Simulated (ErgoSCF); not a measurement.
# BNH3F3 (SMILES [NH3+][B-](F)(F)F): a chain of runs

Wanted: a single-point energy (singlet BNH3F3, UKT2/6-31+G), then the energy (doublet BNH2F3, UKT2/6-31+G), then a single-point energy (doublet H, UKT2/6-31+G), then a single-point energy (doublet BNH2F3, UKT2/6-31+G), then the energy (doublet H, UKT2/6-31+G) of BF3H3N and its partners. 

The results are computed with ErgoSCF 3.8.

5 further runs of the same task are left out: 1 that didn't finish, 4 set aside as unsound or not needed.

### Step 1. The system as given

The species is BNH3F3 (8 atoms), meant as a singlet with charge 0. SMILES: `[NH3+][B-](F)(F)F`. The shape is that of a PBE0-D4/def2-TZVP optimisation.

Bond lengths: N1–B2 1.674 Å, B2–F3 1.368 Å, B2–F4 1.368 Å, B2–F5 1.368 Å, N1–H6 1.015 Å, N1–H7 1.015 Å, N1–H8 1.015 Å. Some angles: N1–B2–F3 104.1°, N1–B2–F4 104.1°, N1–B2–F5 104.1°, F3–B2–F4 114.2°, F3–B2–F5 114.2°, F4–B2–F5 114.2°, B2–N1–H6 110.1°, B2–N1–H7 110.1°, B2–N1–H8 110.1°, H6–N1–H7 108.9°.

### Step 2. A single-point energy at UKT2/6-31+G (run 1)

Contents of input.ego:

```
set_nthreads("env")
spin_polarization = 0
scf.max_number_of_iterations = 80
XC.type = "LMG"
scf.output_mulliken_pop = 1
tmpdir = "."
scf.force_unrestricted = 1
scf.starting_guess_disturbance = 0.02
basis = "6-31+G"
molecule_inline
N   -0.94826457  -0.09902165   1.22019616
B    1.00438944   0.07313240  -1.26252602
F    2.87446241  -1.62592036  -0.71450545
F   -0.47507715  -0.58978352  -3.27659613
F    1.78314557   2.53846910  -1.28387993
H   -2.41941636   1.10983615   0.98643704
H   -0.01190527   0.36774070   2.82835309
H   -1.63329029  -1.88235619   1.39707452
EOF
run "KT2"
```

The run is started by

```console
ergo input.ego
```

The program printed, cut to the lines that bear on the results:

```text
[...]
INDF Weighted mixed functional:
[...]
INSC Energy   1 =       -216.53783328177
[...]
INDE PURIFICATION CONVERGED after 51 iterations
[...]
INDE PURIFICATION CONVERGED after 51 iterations
[...]
INDE PURIFICATION CONVERGED after 29 iterations
[...]
INDE E(LUMO) - E(HOMO) <=          0.30604344286 =          8.32786637160 eV
[...]
INSC Energy  29 =       -386.24943891058  ( diff     -0.000000000000227 )
[...]
RESC CONVERGED after  29 iterations.
RESC FINAL ENERGY:       -386.24943891058
RESC FINAL <S2> =          0.00000000000
[...]
INSC SCF: dipole_moment_x [atomic units] =      -1.59099829
INSC SCF: dipole_moment_y [atomic units] =      -0.14048158
INSC SCF: dipole_moment_z [atomic units] =       2.02330232
[...]
```

Run time: 36 s. Hardware: 1 thread of Arm Neoverse N1, shared host; peak memory 0.26 GiB.

### Step 3. BNH2F3 (run 2)

Contents of run.inp:

```
# single point, BF3H2N
set_nthreads("env")
scf.max_number_of_iterations = 80
spin_polarization = 1
basis = "6-31+G"
scf.output_mulliken_pop = 1
scf.starting_guess_disturbance = 0.02
XC.type = "LMG"
tmpdir = "."
molecule_inline
N  -0.94826457 -0.09902165 1.22019616
B  1.00438944 0.07313240 -1.26252602
F  2.87446241 -1.62592036 -0.71450545
F  -0.47507715 -0.58978352 -3.27659613
F  1.78314557 2.53846910 -1.28387993
H  -0.01190527 0.36774070 2.82835309
H  -1.63329029 -1.88235619 1.39707452
EOF
run "KT2"
```

The run is started by

```console
ergo run.inp
```

The program printed, cut to the lines that bear on the results:

```text
[...]
INDF Weighted mixed functional:
[...]
INSC Energy   1 =       -217.76869514413
[...]
INDE PURIFICATION CONVERGED after 38 iterations
[...]
INDE PURIFICATION CONVERGED after 49 iterations
[...]
INDE PURIFICATION CONVERGED after 37 iterations
[...]
INDE E(LUMO) - E(HOMO) <=          0.05879974619 =          1.60002261237 eV
[...]
INSC Energy  23 =       -385.55330604860  ( diff     -0.000000000002160 )
[...]
RESC CONVERGED after  23 iterations.
RESC FINAL ENERGY:       -385.55330604860
RESC FINAL <S2> =          0.75442655435
[...]
INSC SCF: dipole_moment_x [atomic units] =      -0.88210730
INSC SCF: dipole_moment_y [atomic units] =      -0.57423444
INSC SCF: dipole_moment_z [atomic units] =       1.90193283
[...]
```

Wall time 26 s (1 thread of Arm Neoverse N1, shared host); peak memory 0.26 GiB.

### Step 4. The H atom at the same level (run 3)

Contents of input.ego:

```
set_nthreads(1)
molecule_inline
H     -2.41941636     1.10983615     0.98643704
EOF
scf.starting_guess_disturbance = 0.02
basis = "6-31+G"
spin_polarization = 1
XC.type = "LMG"
scf.max_number_of_iterations = 80
scf.output_mulliken_pop = 1
tmpdir = "."
run "KT2"
```

Run the same way, it converges to -0.49302 Eh (log not shown).

### Step 5. BNH2F3 among ghost functions at the same level (run 4)

Contents of ergo.in:

```
set_nthreads(1)
molecule_inline
N   -0.94826457  -0.09902165   1.22019616
B    1.00438944   0.07313240  -1.26252602
F    2.87446241  -1.62592036  -0.71450545
F   -0.47507715  -0.58978352  -3.27659613
F    1.78314557   2.53846910  -1.28387993
H   -0.01190527   0.36774070   2.82835309
H   -1.63329029  -1.88235619   1.39707452
EOF
ghost_inline
H  -2.41941636 1.10983615 0.98643704
EOF
ghost_basis = "6-31+G"
scf.output_mulliken_pop = 1
tmpdir = "."
XC.type = "LMG"
basis = "6-31+G"
scf.starting_guess_disturbance = 0.02
spin_polarization = 1
scf.max_number_of_iterations = 80
run "KT2"
```

The run is started by

```console
ergo < ergo.in
```

The program printed, cut to the lines that bear on the results:

```text
[...]
INDF Weighted mixed functional:
[...]
INSC Energy   1 =       -212.02647065318
[...]
INDE PURIFICATION CONVERGED after 33 iterations
[...]
INDE PURIFICATION CONVERGED after 48 iterations
[...]
INDE PURIFICATION CONVERGED after 37 iterations
[...]
INDE E(LUMO) - E(HOMO) <=          0.05736277501 =          1.56092063428 eV
[...]
INSC Energy  24 =       -385.55450245474  ( diff     -0.000000000001023 )
[...]
RESC CONVERGED after  24 iterations.
RESC FINAL ENERGY:       -385.55450245474
RESC FINAL <S2> =          0.75450608966
[...]
INSC SCF: dipole_moment_x [atomic units] =      -0.88040008
INSC SCF: dipole_moment_y [atomic units] =      -0.56755149
INSC SCF: dipole_moment_z [atomic units] =       1.88948600
ERMA Exception (char*) caught in es_run: 'Error in get_mulliken_charges: all basis functions are not centered on atoms.'
```

Standard output:

```text
Exception (char*) caught in es_run: 'Error in get_mulliken_charges: all basis functions are not centered on atoms.'
Inline main molecule with 7 atoms.
Inline ghost molecule with 1 atoms.
Releasing old simple primitive list
```

Wall time 29 s (1 thread of Arm Neoverse N1, shared host); peak memory 0.26 GiB.

### Step 6. H among ghost functions at the same level (run 5)

Contents of run.inp:

```
# BF3H3N
set_nthreads(1)
tmpdir = "."
scf.max_number_of_iterations = 80
XC.type = "LMG"
basis = "6-31+G"
scf.output_mulliken_pop = 1
spin_polarization = 1
scf.starting_guess_disturbance = 0.02
molecule_inline
H   -2.41941636   1.10983615   0.98643704
EOF
ghost_inline
N     -0.94826457    -0.09902165     1.22019616
B      1.00438944     0.07313240    -1.26252602
F      2.87446241    -1.62592036    -0.71450545
F     -0.47507715    -0.58978352    -3.27659613
F      1.78314557     2.53846910    -1.28387993
H     -0.01190527     0.36774070     2.82835309
H     -1.63329029    -1.88235619     1.39707452
EOF
ghost_basis = "6-31+G"
run "KT2"
```

Run the same way, it converges to -0.49433 Eh (log not shown).

### Step 7. Results

| quantity | value |
| --- | --- |
| molecule: total energy | -386.24944 Eh |
| molecule: dipole moment | 6.55 D |
| BNH2F3: total energy | -385.55331 Eh |
| BNH2F3: dipole moment | 5.53 D |
| BNH2F3: ⟨S²⟩ | 0.754 |
| H atom: total energy | -0.49302 Eh |
| H atom: dipole moment | 0.00 D |
| H atom: ⟨S²⟩ | 0.750 |
| BNH2F3 among ghost functions: total energy | -385.55450 Eh |
| BNH2F3 among ghost functions: dipole moment | 5.49 D |
| BNH2F3 among ghost functions: ⟨S²⟩ | 0.755 |
| H among ghost functions: total energy | -0.49433 Eh |
| H among ghost functions: dipole moment | 0.02 D |
| H among ghost functions: ⟨S²⟩ | 0.750 |
| interaction energy of the rigid parts BNH2F3 and H (parts in their own basis; closest atoms 1.02 Å apart) | -5.527 eV |
| interaction energy of the rigid parts BNH2F3 and H (parts in the whole basis, counterpoise; closest atoms 1.02 Å apart) | -5.459 eV |

What this shows: The interaction energy of the rigid parts BNH2F3 and H (parts in their own basis; closest atoms 1.02 Å apart) is −5.53 eV (−127 kcal/mol): the parts attract. Without counterpoise this holds the superposition error of the basis. The interaction energy of the rigid parts BNH2F3 and H (parts in the whole basis, counterpoise; closest atoms 1.02 Å apart) is −5.46 eV (−527 kJ/mol): the parts attract. The basis-set superposition error is 6.6 kJ/mol. Mulliken charges (molecule) run from -1.32 on N1 to +1.06 on B2; in a basis this large or diffuse they mean little. Mulliken charges (BNH2F3) run from -0.72 on N1 to +0.98 on B2; in a basis this large or diffuse they mean little.
